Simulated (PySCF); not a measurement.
# AsH₃⁺: relaxation and vibrations of the doublet

Aim: relax AsH₃⁺ as a doublet from a trigonal pyramidal start, check by its vibrations whether the end is a minimum, and collect its spectrum and constants.

The runs use PySCF 2.14.0; PBE0, basis As def2-TZVP, H def2-TZVP, no relativity, density fitting.

**1. The system as given**

4 atoms, charge 1, spin multiplicity 2.

Bond lengths: As1–H2 1.499 Å, As1–H3 1.499 Å, As1–H4 1.499 Å. Angles: H2–As1–H3 99.8°, H2–As1–H4 99.8°, H3–As1–H4 99.8°.

Coordinates in bohr (charge 1 multiplicity 2):
```
As    0.0000    0.0000    0.0000
H     2.5018    0.0000    1.3302
H    -1.2508    2.1666    1.3302
H    -1.2508   -2.1666    1.3302
```

**2. First SCF at the start**

One driver script runs all steps and calls PySCF; scf.py shows how it sets up the SCF of each step. The optimiser is the driver's own. After this first run the driver tries any further starts and a stability analysis.

Contents of scf.py:

```python
from pyscf import gto, scf, dft
mol = gto.M(atom='''
As     0.000000     0.000000     0.000000
H      1.323900     0.000000     0.703900
H     -0.661900     1.146500     0.703900
H     -0.661900    -1.146500     0.703900''',
    basis={'As': 'def2-TZVP', 'H': 'def2-TZVP'},
    charge=1, spin=1)
mf = dft.UKS(mol, xc='PBE0')
mf.grids.atom_grid = (50, 194)
aux = {'As': 'def2-universal-JKFIT', 'H': 'def2-universal-JKFIT'}
mf = mf.density_fit(auxbasis=aux)
mf.conv_tol = 1e-08
mf.diis_space = 10
mf.max_cycle = 60
mf.init_guess = 'minao'
mf.verbose = 4
mf.kernel()
```

The run is started by

```sh
> OMP_NUM_THREADS=2 python axn.py task.json out
```

Output:

```text
init E= -2236.51733644028
[... the frontier-level lines of each cycle are left out ...]
cycle= 1 E= -2236.98644177834  delta_E= -0.469  |g|= 0.347  |ddm|= 1.04
cycle= 2 E= -2236.99622894425  delta_E= -0.00979  |g|= 0.364  |ddm|= 0.462
cycle= 3 E= -2237.01910930825  delta_E= -0.0229  |g|= 0.0113  |ddm|= 0.174
cycle= 4 E= -2237.0191968356  delta_E= -8.75e-05  |g|= 0.00445  |ddm|= 0.0203
cycle= 5 E= -2237.01920805338  delta_E= -1.12e-05  |g|= 0.000634  |ddm|= 0.00603
cycle= 6 E= -2237.01920842932  delta_E= -3.76e-07  |g|= 0.00015  |ddm|= 0.000981
cycle= 7 E= -2237.01920846334  delta_E= -3.4e-08  |g|= 8.18e-05  |ddm|= 0.000296
cycle= 8 E= -2237.0192084731  delta_E= -9.76e-09  |g|= 2.24e-05  |ddm|= 0.000155
Extra cycle  E= -2237.01920847395  delta_E= -8.54e-10  |g|= 1.41e-05  |ddm|= 4.78e-05
converged SCF energy = -2237.01920847395  <S^2> = 0.75199033  2S+1 = 2.0019893
```

This step, with its further starts and checks, ran for 2.2 s (2 threads of Arm Neoverse V2, shared host).

No lower solution of this spin turned up in the test of internal stability.

**3. Relaxation: trigonal pyramidal start, doublet**

The program finds C3v symmetry in the start, which this walk keeps.

scf.py, as its differences from that of step 2:

```diff
@@ -3,4 +3,4 @@
-As     0.000000     0.000000     0.000000
-H      1.323900     0.000000     0.703900
-H     -0.661900     1.146500     0.703900
-H     -0.661900    -1.146500     0.703900''',
+As    -0.000000     0.000000    -0.027304
+H      1.323876    -0.000000     0.676574
+H     -0.661922     1.146501     0.676607
+H     -0.661922    -1.146501     0.676607''',
@@ -16 +15,0 @@
-mf.init_guess = 'minao'
```

Energy and gradient, step by step:

```tsv
step	energy (Eh)	change (kJ/mol)	largest symmetric gradient (Eh/bohr)
0	-2237.019208	0.00	0.03363
1	-2237.029970	-28.25	0.01417
2	-2237.030723	-30.23	0.00669
3	-2237.030962	-30.86	0.00071
4	-2237.030966	-30.87	0.00007
```

The walk took 3.9 s.

It settles in C3v symmetry, 30.9 kJ/mol below the start, after 4 steps: As–H 1.497 Å (×3); H–As–H 112.5° (×3).

**4. Is it a minimum? Harmonic modes**

On the finer grid the gradient is checked again; gradients at displacements of ±0.02 bohr then give force constants and infrared intensities.

scf.py, as its differences from that of step 3:

```diff
@@ -3,4 +3,4 @@
-As    -0.000000     0.000000    -0.027304
-H      1.323876    -0.000000     0.676574
-H     -0.661922     1.146501     0.676607
-H     -0.661922    -1.146501     0.676607''',
+As    -0.000000    -0.000000    -0.015342
+H      1.437742    -0.000000     0.401585
+H     -0.718861     1.245115     0.401620
+H     -0.718861    -1.245115     0.401620''',
@@ -10 +10 @@
-mf.grids.atom_grid = (50, 194)
+mf.grids.atom_grid = (75, 302)
@@ -13 +13 @@
-mf.conv_tol = 1e-08
+mf.conv_tol = 1e-10
```

The driver hands on the density of the step before, so the log starts near convergence.

SCF at the final geometry:

```text
init E= -2237.0309279362
[... the frontier-level lines of each cycle are left out ...]
cycle= 1 E= -2237.0309279362  delta_E= -2.27e-12  |g|= 3.51e-07  |ddm|= 9.4e-07
Extra cycle  E= -2237.0309279362  delta_E= 4.55e-12  |g|= 2.86e-07  |ddm|= 4.55e-07
converged SCF energy = -2237.0309279362  <S^2> = 0.75265244  2S+1 = 2.0026507
```

The whole step took 13 s.

Geometry: C3v; As–H 1.497 Å (×3); H–As–H 112.6° (×3).

Modes, for the most abundant isotopes:

```tsv
symmetry	ω (cm⁻¹)	IR (km/mol)	μ (u)	type
a1	688	2.9	1.05	bend
e	924	10.4	1.02	bend
a1	2296	9.1	1.01	stretch
e	2362	64.0	1.03	stretch
```

Every mode is real; the point is a minimum.

Constants and moments:

```yaml
Dipole_moment_about_the_centre_of_mass: 0.61 D
Highest_occupied_level: -15.35 eV
Lowest_empty_level: -11.24 eV
Rotational_constants: 4.644, 4.644, 2.697 cm⁻¹
Zero-point_energy: 57.2 kJ/mol
Principal_polarisabilities: 18.5, 24.8, 24.8 bohr³
Principal_traceless_quadrupole_moments_about_the_centre_of_mass: -2.35, 1.18, 1.18 D Å
Entropy_at_298.15_K_and_1_bar_electronic_part_spin_only: 229.1 J/(mol K)
Heat_capacity_Cp_at_298.15_K: 40.8 J/(mol K)
Enthalpy_at_298.15_K_above_0_K: 10.48 kJ/mol
Rotational_symmetry_number: 3
Spin_squared_⟨S²⟩: 0.753
```

Populations by atom (charges in e):

| atom | Mulliken | Löwdin | polar tensor | spin (Mulliken) | Mayer order to As1 |
| --- | --- | --- | --- | --- | --- |
| As1 | 0.31 | 0.81 | 0.80 | 0.97 | – |
| H2,3,4 | 0.23 | 0.06 | 0.07 | 0.01 | 0.89 |

Outer orbital energies (eV). α occupied: -54.29, -54.29, -54.15, -54.15, -26.26, -18.87, -18.87, -15.35; empty: -6.61, -5.83, -5.83, -2.10. β occupied: -54.16, -54.15, -54.15, -54.11, -54.11, -25.35, -18.61, -18.61; empty: -11.24, -6.21, -5.39, -5.39.

Mulliken populations on As1: s 7.65, p 14.93, d 10.10, f 0.01.

**5. Outcome**

| quantity | value |
| --- | --- |
| minimum | doublet, C3v |
| geometry | As–H 1.497 Å (×3); H–As–H 112.6° (×3) |
| wavenumbers (cm⁻¹) | 688 (a1), 924 (e), 2296 (a1), 2362 (e) |
| dipole moment (centre of mass) | 0.61 D |
| highest occupied, lowest empty level (either spin) | -15.35, -11.24 eV |
| polar-tensor charge of As1 | +0.80 e |
| zero-point energy | 57.2 kJ/mol |
| entropy at 298.15 K | 229.1 J/(mol K) |
| ⟨S²⟩ | 0.753 |

**Reading.** The molecule stays C3v, as typed, and the end point is a minimum. In the infrared the band at 2362 cm⁻¹ (e, stretch) leads. Most of the spin sits on As1 (Mulliken spin 0.97, against 1 for the whole molecule). Other starts or spin states, not run here, may lie lower.

The search up to here took 19 s.
